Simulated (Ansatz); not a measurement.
# FGaH2OS: one species, many methods

Aim: compute FGaH2OS with functionals from several rungs and with coupled cluster, and see how far each lands from CCSD(T) at the basis-set limit for the atomisation energy.

The runs use Ansatz 0.2.0, Gaussian basis; functionals in def2-TZVPP, the program's frozen cores in correlated methods.

The runs, in order: LDA (SPW92), PBE-D4, revPBE-D4, BLYP-D4, r2SCAN-D4, B97M-V, PBE0-D4, B3LYP-D4, r2SCANh-D4, r2SCAN0-D4, HSE06-D4, BHLYP-D4, CAM-B3LYP-D4, LC-ωPBE, ωB97X-V, ωB97M-V, B2PLYP, PBE-QIDH; CCSD(T)/def2-SVP; CCSD(T)/def2-TZVPP; MP2/def2-QZVPP; extrapolation to the limit; RPA on PBE.

### 1 The relaxed structure

The geometry comes from an earlier relaxation with PBE0-D4 in a triple-zeta def2 set; it is a stationary point.

SMILES `[OH][Ga]([F])[SH]`, 6 atoms, charge 0, spin multiplicity 1.

Atoms are counted from 1 here; the program's logs count them from 0.

Bond lengths: O1–Ga2 1.769 Å, O1–H5 0.959 Å, Ga2–F3 1.741 Å, Ga2–S4 2.180 Å, S4–H6 1.344 Å. Angles: Ga2–O1–H5 114.6°, O1–Ga2–F3 114.2°, O1–Ga2–S4 128.9°, F3–Ga2–S4 117.0°, Ga2–S4–H6 93.3°.

### 2 LDA

This LDA is Slater exchange with PW92 correlation.

in.yaml

```yaml
crystal:
  periodic: [false, false, false]
  atoms:
    - {symbol: O, position_ang: [1.077123, -0.243792, -1.220436]}
    - {symbol: Ga, position_ang: [0.325366, -0.426453, 0.370646]}
    - {symbol: F, position_ang: [1.149881, -1.539863, 1.425035]}
    - {symbol: S, position_ang: [-1.459957, 0.544096, 1.159273]}
    - {symbol: H, position_ang: [0.625626, 0.364913, -1.808837]}
    - {symbol: H, position_ang: [-1.676040, 1.237098, 0.028120]}
basis:
  gaussian: {orbitals: def2-TZVPP}
hamiltonian: {xc: lda}
output: {orbitals: {seedname: orbitals}}
```

The runs that follow: PBE-D4 (GGA); revPBE-D4 (GGA); BLYP-D4 (GGA); r2SCAN-D4 (meta-GGA); B97M-V (meta-GGA); PBE0-D4 (hybrid); B3LYP-D4 (hybrid); r2SCANh-D4 (hybrid); r2SCAN0-D4 (hybrid); HSE06-D4 (hybrid); BHLYP-D4 (hybrid); CAM-B3LYP-D4 (range-separated); LC-ωPBE-D4 (range-separated); ωB97X-V (range-separated); ωB97M-V (range-separated); B2PLYP (double hybrid); PBE-QIDH (double hybrid); CCSD(T) in def2-SVP; CCSD(T) in def2-TZVPP; MP2 in def2-QZVPP; RPA on PBE orbitals.

Before running them: what should the planned runs give, taken together? Wanted: atomisation energy, CCSD(T)/CBS; farthest beyond LDA; mean size of error, GGA; mean size of error, meta-GGA; mean size of error, hybrid; mean size of error, range-separated; mean size of error, double hybrid; gap, smallest and largest; T1 diagnostic.

The runs gave:

| quantity | value |
| --- | --- |
| atomisation energy, CCSD(T)/CBS | 1984.4 kJ/mol |
| functionals within 19.8 kJ/mol (1.0 %) | PBE-D4, r2SCAN-D4, B97M-V, ωB97X-V |
| farthest beyond LDA | BHLYP-D4 (-138.1 kJ/mol) |
| mean size of error, GGA | 36.8 kJ/mol |
| mean size of error, meta-GGA | 9.6 kJ/mol |
| mean size of error, hybrid | 63.9 kJ/mol |
| mean size of error, range-separated | 22.2 kJ/mol |
| mean size of error, double hybrid | 42.8 kJ/mol |
| gap, smallest and largest | 4.63 eV (BLYP-D4), 12.04 eV (LC-ωPBE) |
| T1 diagnostic | 0.0140 |
| triples share of the correlation energy | 3.7 % |

In words: LDA overbinds by 320.0 kJ/mol (16 %). PBE-D4 misses by +14.7 kJ/mol. Double hybrids carry the basis error of their MP2 part in triple zeta, and no dispersion term here, so their miss is partly the set-up's. Taken by rung, meta-GGA functionals do best (9.6 kJ/mol on average) and hybrid ones worst beyond LDA (63.9 kJ/mol). The mean of the hybrids holds BHLYP, with half exact exchange. The reference freezes the cores and leaves out relativity and excitations past (T), and its outer-core shells are covered unevenly, so misses under about 19.8 kJ/mol can't be ranked. Hartree-Fock recovers 67 % of the binding; the rest is correlation. CCSD(T) in def2-SVP is off by -160.9 kJ/mol, which most functionals beat. The gap grows from 4.6 to 12.0 eV across the functionals, mostly with the share of exact exchange. Correlated methods include outer-core shells of Ga, which these sets cover unevenly.
